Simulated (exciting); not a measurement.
**Al3Pd: density of states with LDA-HL**

Al3Pd:

```
Pd Al
1.0
     3.94691    0.00000    0.00000
     0.00000    3.94691    0.00000
     0.00000    0.00000    3.94691
Pd Al
1 3
Direct
  0.00000 0.00000 0.00000
  0.50000 0.50000 0.00000
  0.50000 0.00000 0.50000
  0.00000 0.50000 0.50000
```

The cell comes from a database or a generator and needn't be the stable form of this composition.

| Item | Value |
| --- | --- |
| Program | exciting (release sodium) |
| Task | density of states |
| Functional | LDA-HL |
| Potentials or basis | all-electron LAPW+lo, shipped species files, valence relativity iora* |
| rgkmax | 6.3 |
| k mesh | 5 × 5 × 5 |
| Occupations | methfessel-paxton, width 0.0272 eV |
| Spin | spin-orbit coupling, no magnetisation |
| outputlevel | high |
| DOS window about the Fermi level (Ha) | [-0.8, 0.6] Ha |
| gmaxvr (cutoff of density and potential) | 20 1/bohr |
| lmaxapw (and lmaxmat) | 10 |
| lmaxvr | 8 |
| nempty | 70 |
| Valence relativity | iora* |
| epsengy | 1e-05 Ha |
| epspot | 1e-05 Ha |
| maxscl | 60 |
| Muffin-tin radii | Pd 2.3, Al 2.0 bohr |

```yaml
Band_gap_on_the_k_mesh: none (metal or under the smearing width)
All_electrons_inside_the_program's_atomic_spheres: Pd 44.33; Al 10.89 (radii Pd 2.3, Al 2.0 bohr)
```

Levels at points of the mesh, in eV from the Fermi level:
| k point | band 41 | band 42 | band 43 | band 44 | band 45 | band 46 | band 47 | band 48 |
| --- | --- | --- | --- | --- | --- | --- | --- | --- |
| (0.00, 0.00, 0.00) | -2.12 | -2.12 | -2.12 | -2.12 | 0.21 | 0.21 | 1.89 | 1.89 |

States per cell in windows of 0.5 eV (zero at the Fermi level; states under -8 eV left out):
```
from (eV)  total  Pd1 d  Al2 p  Al4 p  Al3 p  Al4 s  Al2 s
     -8.0   0.29   0.02   0.00   0.01   0.01   0.02   0.03
     -7.5   0.42   0.03   0.01   0.01   0.01   0.04   0.02
     -7.0   0.55   0.06   0.01   0.01   0.01   0.04   0.02
     -6.5   0.97   0.16   0.02   0.02   0.02   0.07   0.03
     -6.0   0.75   0.17   0.02   0.01   0.01   0.05   0.02
     -5.5   0.97   0.35   0.02   0.01   0.02   0.03   0.03
     -5.0   1.71   0.81   0.04   0.03   0.04   0.01   0.01
     -4.5   3.54   2.16   0.07   0.06   0.08   0.01   0.00
     -4.0   1.90   1.28   0.02   0.04   0.03   0.00   0.00
     -3.5   0.80   0.57   0.01   0.01   0.01   0.00   0.00
     -3.0   1.84   1.20   0.02   0.03   0.03   0.01   0.00
     -2.5   1.35   0.61   0.03   0.04   0.04   0.02   0.01
     -2.0   0.82   0.29   0.02   0.04   0.03   0.01   0.01
     -1.5   0.55   0.16   0.02   0.03   0.02   0.00   0.01
     -1.0   0.62   0.15   0.02   0.03   0.02   0.01   0.01
     -0.5   0.83   0.21   0.02   0.04   0.02   0.03   0.03
      0.0   0.73   0.15   0.04   0.03   0.02   0.02   0.02
      0.5   0.96   0.16   0.05   0.04   0.02   0.02   0.03
      1.0   0.83   0.12   0.03   0.02   0.02   0.02   0.06
      1.5   0.91   0.11   0.02   0.03   0.02   0.02   0.09
      2.0   0.97   0.12   0.05   0.04   0.04   0.02   0.04
      2.5   0.75   0.08   0.04   0.03   0.03   0.01   0.01
      3.0   0.51   0.05   0.03   0.02   0.02   0.01   0.01
      3.5   0.58   0.05   0.03   0.02   0.02   0.03   0.01
      4.0   1.82   0.16   0.12   0.06   0.11   0.05   0.05
      4.5   1.01   0.07   0.05   0.05   0.08   0.03   0.02
      5.0   0.71   0.05   0.04   0.04   0.06   0.02   0.02
      5.5   0.68   0.05   0.04   0.03   0.05   0.01   0.02
      6.0   0.88   0.05   0.05   0.06   0.05   0.02   0.01
      6.5   1.01   0.05   0.07   0.07   0.06   0.02   0.02
      7.0   1.03   0.04   0.08   0.07   0.05   0.02   0.02
      7.5   0.94   0.03   0.05   0.07   0.05   0.02   0.01
```

It took 6.2 min on 1 thread of Intel(R) Xeon(R) Platinum 8375C CPU @ 2.90GHz (Ice Lake) (shared host), peak memory 0.36 GiB.

Caveat: total energies with spin-orbit coupling aren't reliable in this program, so none is listed and the log's shouldn't be used.
